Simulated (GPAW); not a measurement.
Runs of GPAW 26.7.0 on Ta4NiO11. Symmetry: Cmmm, No. 65, orthorhombic system. The conventional cell has a = 3.910 Å, b = 29.659 Å, c = 3.886 Å, α = 90.00°, β = 90.00°, γ = 90.00°. Ta (site symmetry m2m) has 5 O at 1.91 to 2.02 Å as nearest neighbours. Ta (site symmetry m2m) has 5 O at 1.91 to 1.99 Å as nearest neighbours. Ni (site symmetry mmm) is surrounded by 4 O at 1.88 to 1.95 Å. O (site symmetry m2m) has 2 Ta at 1.91 Å as nearest neighbours. O (site symmetry m2m) has 3 Ta at 2.02 to 2.21 Å as nearest neighbours. Around O (site symmetry m2m) lie 1 Ni at 1.88 Å and 2 Ta at 1.99 Å. O (site symmetry mmm) has 2 Ni at 1.95 Å and 2 Ta at 2.24 Å as nearest neighbours. O (site symmetry m2m) is surrounded by 2 Ta at 1.95 Å. The cell was built by a generator and needn't be a form met in nature.

| task | level | potentials or basis | k mesh | ranks | band path | band points | pressure (GPa) | moment (μB) | largest force (eV/Å) |
| --- | --- | --- | --- | --- | --- | --- | --- | --- | --- |
| single point | PBE | GPAW PAW data sets (gpaw-data 1.2.1), pw | 7 × 7 × 7 | 4 | - | - | (b) | 0.85 | (c) |
| band structure | PBEsol | PAW data sets generated in the run's folder for this functional, pw | 5 × 5 × 5 | 4 | GXSRAZGYX1A1TY,ZT | 60 | -4.6 | 0.40 | 0.13 |
| band structure | r2SCAN | GPAW PAW data sets (gpaw-data 1.2.1), pw | 5 × 5 × 5 | 8 | GXSRAZGYX1A1TY,ZT | 60 | -4.6 | 0.40 | 0.07 |
| band structure | PBE | GPAW PAW data sets (gpaw-data 1.2.1), pw | 5 × 5 × 5 | 4 | GXSRAZGYX1A1TY,ZT | 100 | 1.1 | 0.40 | 0.12 |
| band structure | LDA | the program's PAW data sets (release 1.2.1) made for this functional, pw | 5 × 5 × 5 | 4 | GXSRAZGYX1A1TY,ZT | 60 | (a) | 0.40 | 0.36 |

Alike in all rows: spin collinear, ferromagnetic start; cell as given; cutoff (eV) 800; smearing fermi-dirac 0.05 eV.

Question: Fill in the values left out.

Answer: (a) -10.8; (b) 1.3; (c) 0.23.

Caveats: the stock nickel data set gives pressures a few GPa off other programs; a cell with one magnetic atom can't hold antiferromagnetic order, which such compounds often take (some runs); the PAW data sets were made with another functional, which shifts forces and pressure a little (some runs).

Not every run made on this cell is shown here.
